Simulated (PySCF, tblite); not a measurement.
# C2H8OSi2: dynamics, then NMR shifts on frames, part 2 of 2

tblite 0.8.0 and PySCF 2.14.0. Atoms count from 0. The steps go on from the part before.

## 5. Shielding tensors: 625 fs, PBE0/pcSseg-1

What the job is given:

```
{"job": {"kind": "nmr", "xc": "PBE0", "basis": "pcSseg-1", "pop": false}, "charge": 0, "multiplicity": 1}
C     -1.447600    -1.169000    -0.126300
C      0.015000    -1.419400     0.013000
Si     0.723600    -0.144500     1.342600
O     -0.481300     0.960400     1.062900
Si    -1.775100     0.781000     0.023100
H     -1.963500    -1.539800    -1.030700
H     -2.025500    -1.618100     0.614000
H      0.362700    -1.346000    -1.007000
H      0.175200    -2.463800     0.289100
H      2.073500     0.365500     1.240200
H      0.580300    -0.764300     2.603400
H     -2.836700     1.203700     0.989500
H     -1.588700     1.255300    -1.348400
```

Method: GIAO PBE0/pcSseg-1 NMR shielding, non-relativistic, gas phase.

Output:

```text
coarse grid: 11472 points
cycle   1  E = -734.6413650602  dE =  4.863e-01  |g| = 8.365e-01  |ddm| = 3.249e+00
cycle   2  E = -734.3836998985  dE =  2.577e-01  |g| = 1.406e+00  |ddm| = 2.187e+00
cycle   3  E = -734.7763077965  dE = -3.926e-01  |g| = 1.134e-01  |ddm| = 1.611e+00
cycle   4  E = -734.7781488484  dE = -1.841e-03  |g| = 6.562e-02  |ddm| = 1.567e-01
cycle   5  E = -734.7792201147  dE = -1.071e-03  |g| = 8.788e-03  |ddm| = 6.291e-02
cycle   6  E = -734.7792371944  dE = -1.708e-05  |g| = 1.321e-03  |ddm| = 1.138e-02
cycle   7  E = -734.7792376394  dE = -4.451e-07  |g| = 2.564e-04  |ddm| = 1.884e-03
final grid: 100456 points
cycle   8  E = -734.8173943673  dE = -1.560e-05  |g| = 8.130e-03  |ddm| = 1.770e-02
cycle   9  E = -734.8173746214  dE =  1.975e-05  |g| = 1.274e-02  |ddm| = 1.569e-02
cycle  10  E = -734.8174077087  dE = -3.309e-05  |g| = 7.862e-04  |ddm| = 1.020e-02
cycle  11  E = -734.8174078189  dE = -1.102e-07  |g| = 2.449e-04  |ddm| = 9.177e-04
cycle  12  E = -734.8174078334  dE = -1.451e-08  |g| = 4.445e-05  |ddm| = 2.846e-04
cycle  13  E = -734.8174078338  dE = -4.279e-10  |g| = 9.086e-06  |ddm| = 5.305e-05
converged SCF energy = -734.8174078338

GIAO shielding tensors (ppm)
atom      isotropic    diamagn.    paramagn.     s11        s22        s33       span
  0 C      175.105     250.763     -75.658    153.926    179.669    191.720     37.794
  1 C      180.031     249.820     -69.789    162.213    183.786    194.093     31.880
  2 Si     355.269     878.828    -523.558    299.453    332.354    434.002    134.550
  3 O      307.755     399.831     -92.076    211.425    343.480    368.360    156.934
  4 Si     346.909     879.105    -532.196    287.702    340.946    412.080    124.378
  5 H       30.661      30.138       0.524     25.922     27.690     38.372     12.450
  6 H       31.988      32.072      -0.084     27.164     29.012     39.788     12.624
  7 H       30.607      32.128      -1.521     24.717     28.656     38.448     13.731
  8 H       30.562      30.033       0.529     25.233     27.869     38.584     13.351
  9 H       26.650      29.130      -2.481     23.373     24.405     32.172      8.799
 10 H       27.339      30.144      -2.805     23.887     24.737     33.393      9.506
 11 H       25.557      27.875      -2.318     21.697     23.541     31.431      9.734
 12 H       26.103      29.400      -3.296     22.397     23.780     32.133      9.736
```

It took 14 s on 1 thread of Intel Xeon Platinum 8375C at 2.90GHz, shared host; peak memory 0.71 GiB.

Key values: δ C0 11.8, C1 6.9, Si4 2.2, Si2 -6.1, H11 6.16, H12 5.61 ppm.

## 6. NMR shieldings: 800 fs, PBE0/pcSseg-1

What the job is given:

```
{"job": {"kind": "nmr", "xc": "PBE0", "basis": "pcSseg-1", "pop": false}, "charge": 0, "multiplicity": 1}
C     -0.760400    -0.935900    -0.930100
C      0.454000    -1.278700     0.069900
Si     0.303000     0.050600     1.480900
O     -0.874000     0.889300     0.929300
Si    -1.710200     0.586400    -0.389500
H     -0.595600    -0.903200    -1.972200
H     -1.478400    -1.807000    -0.931500
H      1.399100    -1.310100    -0.507400
H      0.207800    -2.322700     0.590400
H      1.407000     0.895800     1.667500
H     -0.127300    -0.534500     2.773700
H     -2.994500     0.233100    -0.050200
H     -1.270000     1.797200    -1.130900
```

Level: GIAO PBE0/pcSseg-1 NMR shielding, non-relativistic, gas phase.

Output:

```text
coarse grid: 11472 points
cycle   1  E = -734.6357431467  dE =  6.174e-01  |g| = 8.254e-01  |ddm| = 3.274e+00
cycle   2  E = -734.4429783153  dE =  1.928e-01  |g| = 1.292e+00  |ddm| = 1.837e+00
cycle   3  E = -734.7592062384  dE = -3.162e-01  |g| = 8.943e-02  |ddm| = 1.313e+00
cycle   4  E = -734.7601838842  dE = -9.776e-04  |g| = 5.507e-02  |ddm| = 1.154e-01
cycle   5  E = -734.7609446695  dE = -7.608e-04  |g| = 7.215e-03  |ddm| = 5.326e-02
cycle   6  E = -734.7609563320  dE = -1.166e-05  |g| = 1.298e-03  |ddm| = 9.177e-03
cycle   7  E = -734.7609567000  dE = -3.680e-07  |g| = 4.736e-04  |ddm| = 1.632e-03
final grid: 100456 points
cycle   8  E = -734.8005873767  dE = -8.618e-06  |g| = 8.652e-03  |ddm| = 1.607e-02
cycle   9  E = -734.8005686629  dE =  1.871e-05  |g| = 1.306e-02  |ddm| = 1.574e-02
cycle  10  E = -734.8006020518  dE = -3.339e-05  |g| = 5.292e-04  |ddm| = 9.611e-03
cycle  11  E = -734.8006021007  dE = -4.887e-08  |g| = 1.939e-04  |ddm| = 6.049e-04
cycle  12  E = -734.8006021096  dE = -8.894e-09  |g| = 2.759e-05  |ddm| = 2.021e-04
cycle  13  E = -734.8006021097  dE = -1.669e-10  |g| = 8.275e-06  |ddm| = 3.651e-05
converged SCF energy = -734.8006021097

GIAO shielding tensors (ppm)
atom      isotropic    diamagn.    paramagn.     s11        s22        s33       span
  0 C      180.563     251.279     -70.716    158.090    178.362    205.236     47.146
  1 C      169.026     251.116     -82.090    147.652    167.753    191.674     44.021
  2 Si     363.171     880.483    -517.312    299.043    358.523    431.946    132.902
  3 O      293.659     399.884    -106.225    185.550    317.621    377.807    192.257
  4 Si     350.254     881.328    -531.075    285.593    360.782    404.386    118.792
  5 H       31.700      32.000      -0.300     26.843     28.702     39.556     12.712
  6 H       29.924      29.826       0.098     24.214     27.664     37.894     13.680
  7 H       29.325      30.173      -0.848     24.194     27.073     36.709     12.515
  8 H       28.001      28.098      -0.097     22.983     25.806     35.215     12.232
  9 H       27.274      30.398      -3.124     23.628     24.868     33.326      9.698
 10 H       26.576      29.046      -2.470     23.049     24.230     32.449      9.401
 11 H       27.368      30.641      -3.273     23.625     24.835     33.643     10.018
 12 H       25.946      29.058      -3.111     21.738     23.838     32.264     10.526
```

Run time: 13 s. Hardware: 1 thread of Intel Xeon Platinum 8375C at 2.90GHz, shared host; peak memory 0.72 GiB.

Key values: δ C1 17.9, C0 6.4, Si4 -1.1, Si2 -14.0, H12 5.77, H10 5.14 ppm.

## 7. NMR shieldings: 1000 fs, PBE0/pcSseg-1

What the job is given:

```
{"job": {"kind": "nmr", "xc": "PBE0", "basis": "pcSseg-1", "pop": false}, "charge": 0, "multiplicity": 1}
C     -0.512000    -1.114900    -0.803200
C      0.092000    -1.746800     0.455300
Si     0.151900    -0.278100     1.709000
O     -1.250100     0.474300     1.240500
Si    -1.829900     0.329400    -0.294400
H      0.358700    -0.779100    -1.425300
H     -0.958500    -1.930400    -1.386000
H      1.154800    -2.223900     0.281400
H     -0.507900    -2.536500     0.952300
H      1.177200     0.784300     1.500500
H      0.302800    -0.788000     3.063200
H     -3.171600     0.462100     0.012400
H     -1.467000     1.345600    -1.217300
```

Method: GIAO PBE0/pcSseg-1 NMR shielding, non-relativistic, gas phase.

Output:

```text
coarse grid: 11472 points
cycle   1  E = -734.6522452812  dE =  4.018e-01  |g| = 7.988e-01  |ddm| = 3.227e+00
cycle   2  E = -734.4167582328  dE =  2.355e-01  |g| = 1.351e+00  |ddm| = 1.929e+00
cycle   3  E = -734.7709339343  dE = -3.542e-01  |g| = 1.101e-01  |ddm| = 1.430e+00
cycle   4  E = -734.7727306420  dE = -1.797e-03  |g| = 6.187e-02  |ddm| = 1.456e-01
cycle   5  E = -734.7737118570  dE = -9.812e-04  |g| = 9.131e-03  |ddm| = 6.150e-02
cycle   6  E = -734.7737315559  dE = -1.970e-05  |g| = 1.389e-03  |ddm| = 1.204e-02
cycle   7  E = -734.7737320672  dE = -5.113e-07  |g| = 2.819e-04  |ddm| = 2.013e-03
final grid: 100456 points
cycle   8  E = -734.8120241509  dE = -8.008e-06  |g| = 8.245e-03  |ddm| = 1.532e-02
cycle   9  E = -734.8120016726  dE =  2.248e-05  |g| = 1.341e-02  |ddm| = 1.639e-02
cycle  10  E = -734.8120377285  dE = -3.606e-05  |g| = 6.393e-04  |ddm| = 1.046e-02
cycle  11  E = -734.8120377993  dE = -7.079e-08  |g| = 2.224e-04  |ddm| = 7.174e-04
cycle  12  E = -734.8120378116  dE = -1.231e-08  |g| = 3.064e-05  |ddm| = 2.382e-04
cycle  13  E = -734.8120378118  dE = -1.871e-10  |g| = 7.055e-06  |ddm| = 3.599e-05
converged SCF energy = -734.8120378118

GIAO shielding tensors (ppm)
atom      isotropic    diamagn.    paramagn.     s11        s22        s33       span
  0 C      166.991     250.211     -83.220    148.023    170.621    182.330     34.307
  1 C      166.070     253.628     -87.557    153.322    166.158    178.730     25.409
  2 Si     349.867     879.210    -529.343    279.343    340.047    430.212    150.869
  3 O      290.299     398.452    -108.153    173.044    335.376    362.477    189.433
  4 Si     352.417     879.347    -526.930    287.040    307.424    462.786    175.746
  5 H       29.419      31.216      -1.797     24.078     27.319     36.860     12.783
  6 H       29.639      29.255       0.384     24.590     27.907     36.419     11.829
  7 H       28.654      28.714      -0.060     23.950     26.476     35.536     11.586
  8 H       30.258      30.010       0.248     26.024     27.178     37.573     11.549
  9 H       26.518      29.809      -3.291     22.785     24.126     32.643      9.858
 10 H       26.313      28.893      -2.580     23.114     24.090     31.735      8.620
 11 H       26.935      29.644      -2.709     22.501     24.730     33.572     11.072
 12 H       26.910      30.663      -3.753     23.958     24.438     32.334      8.376
```

Wall time 12 s (1 thread of Intel Xeon Platinum 8375C at 2.90GHz, shared host); peak memory 0.72 GiB.

Key values: δ C1 20.9, C0 19.9, Si2 -0.7, Si4 -3.3, H10 5.40, H9 5.20 ppm.

## 8. Run by run: NMR shifts

Shifts (ppm) of some atoms, chosen among heavy atoms and hydrogens apart, with basis size and wall time:

```
  frame    C0    C1     H6    H8   Si4    Si2    O3  functions  time
 250 fs   6.7   3.4   1.56  0.53  -0.8   -3.6  24.9        139  15 s
 425 fs  20.0   4.4   2.69  1.44  14.3   10.0  42.8        139  14 s
 625 fs  11.8   6.9  -0.27  1.15   2.2   -6.1  28.3        139  14 s
 800 fs   6.4  17.9   1.79  3.72  -1.1  -14.0  42.4        139  13 s
1000 fs  19.9  20.9   2.08  1.46  -3.3   -0.7  45.8        139  12 s
```

## 9. Outcome

The summary covers parts 1 to 2.

```
                                       quantity                                               value
                                     thermostat                                               400 K
                  mean temperature, second half                                               485 K
        mean potential energy above the minimum                                             0.73 eV
 ¹³C shifts against TMS (PBE0/pcSseg-1, 250 fs)                                        6.7, 3.4 ppm
  ¹H shifts against TMS (PBE0/pcSseg-1, 250 fs)  5.38, 5.28, 4.95, 4.86, 1.56, 1.37, 1.28, 0.53 ppm
²⁹Si shifts against TMS (PBE0/pcSseg-1, 250 fs)                                      -0.8, -3.6 ppm
 ¹⁷O shifts against H2O (PBE0/pcSseg-1, 250 fs)                                            24.9 ppm
                      range of the shift of Si2                                   -14.0 to 10.0 ppm
```

In the second half the potential energy averages 0.73 eV above the minimum; equipartition over 33 harmonic modes at 400 K would give 0.57 eV. With 13 atoms the temperature swings widely (133 to 718 K). Shifts at one fixed geometry are not the observed spectrum, which averages over the motion. In the first frame run (250 fs): The widest tensor belongs to Si2: span 144 ppm, with a paramagnetic part of -527 ppm. In ppm, Si2 moves most: its shift spreads over 24.0 ppm, from -14.0 (800 fs) to 10.0 (425 fs).
